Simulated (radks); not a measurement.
# Fractional charge and spin in the 6s shell of lutetium

The task here is to estimate one member of a computed series from the others.

The numbers are computed with radks (a radial shooting solver on a logarithmic mesh, Libxc functionals) version 1 (scalar-relativistic Kohn-Sham, PBE, spin-polarised, spherical densities, point nucleus), except any that are marked as measured or tabulated.

## What is computed

```
element       : lutetium (Z = 71)
configuration : [Xe] 4f14 5d(up 0.5, down 0.5) 6s(up 1, down 1)
```

A shell typed twice in an input gives spin up, then spin down.

Set-up of the first run:

Input:

```text
Z 71
configuration [Xe] 4f14 5d0.5 5d0.5 6s1 6s1
relativity scalar-relativistic
functional pbe,pbe
spin polarised
nucleus point
c 137.035999084
```

Steps of the session up to this table: 6s: up 1, down 1.

One table of the session follows, with a row left open; its other results are not shown here.

It belongs to the step «6s: up 1, down 1». Sizes of the orbitals, from the radial functions (bohr):

| level | <r> | outermost maximum (interpolated) | 90 % within | nodes |
| --- | --- | --- | --- | --- |
| 4s | 0.4779 | 0.446 | 0.686 | 3 |
| 4p | ? | ? | ? | ? |
| 4d | 0.5475 | 0.481 | 0.823 | 1 |
| 5s | 1.171 | 1.04 | 1.69 | 4 |
| 5p | 1.395 | 1.20 | 2.06 | 3 |
| 4f | 0.7246 | 0.469 | 1.25 | 0 |
| 6s | 3.644 | 3.06 | 5.42 | 5 |
| 5d | 2.930 | 1.84 | 5.00 | 2 |

Estimate the missing values for 4p.

As computed: <r>: 0.5078; outermost maximum (interpolated): 0.467; 90 % within: 0.739; nodes: 2. In the column «<r>» it lies between 4s (0.4779) and 4d (0.5475).
